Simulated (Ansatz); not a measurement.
Here is an Ansatz input file for HSn. Write the same calculation for the Python package.

```yaml
crystal:
  periodic: [false, false, false]
  atoms:
    - { symbol: Sn, position_ang: [0.0, 0.0, 0.0] }
    - { symbol: H, position_ang: [0.0, 0.0, 1.67] }
basis:
  gaussian:
    orbitals: def2-TZVP
hamiltonian:
  xc: pbe
magnetization:
  spin_polarized: true
  initial_magnetization: 1.0
relax:
  f_tol: 0.01
```

`hsn.py`:
```python
"""Geometry optimisation of HSn."""

import ansatz
import numpy as np

GEOMETRY = """
Sn    0.00000    0.00000    0.00000
H     0.00000    0.00000    1.67000
"""


def main() -> None:
    geometry = ansatz.Crystal.molecule()
    for line in GEOMETRY.strip().splitlines():
        symbol, *xyz = line.split()
        geometry = geometry.atom(symbol, [float(v) for v in xyz])

    base = geometry.calculation().basis(gaussian="def2-TZVP").functional("PBE").spin("collinear", total=1)
    symbols = [site.symbol for site in geometry.cartesian_sites]
    start = np.array([site.position_ang for site in geometry.cartesian_sites], dtype=float)
    summary = base.relax(force_tolerance=0.01).run(threads=1).report
    end = np.array(summary["positions_ang"])

    print("reference energy %16.6f eV" % summary["reference_energy_ev"])
    print("total energy     %16.6f eV" % summary["free_energy_ev"])
    print("occupied orbitals outside the frozen core (up, down):", summary["n_occupied"], " frozen:", summary["n_frozen"], " virtual:", summary["n_virtual"])

    print("final positions (A) and the move of each atom")
    for symbol, xyz, old in zip(symbols, end, start):
        print(f"{symbol:2s} {xyz[0]:10.5f} {xyz[1]:10.5f} {xyz[2]:10.5f}   {np.linalg.norm(xyz - old):7.4f}")


if __name__ == "__main__":
    main()
```

`python hsn.py` gives:
```text
reference energy     -5846.263613 eV
total energy         -5846.263613 eV
occupied orbitals outside the frozen core (up, down): [12, 11]  frozen: 0  virtual: [44, 45]
final positions (A) and the move of each atom
Sn    0.00000   -0.00000   -0.06342    0.0634
H    -0.00000    0.00000    1.73342    0.0634
```

Total energies depend on the basis set; only differences at equal settings carry meaning. The end point is the stationary point reached from this start; no frequency run checks that it is a minimum, and the basis set is modest. def2 sets replace the cores of elements past krypton by effective core potentials. The species is open-shell (spin multiplicity 2). Timing: 2.1 s on 1 thread of AMD EPYC 9R45 (Zen 5), with other jobs on the host, peak memory 0.18 GiB.

(Lines on the test bed's own set-up are left out of the output.)
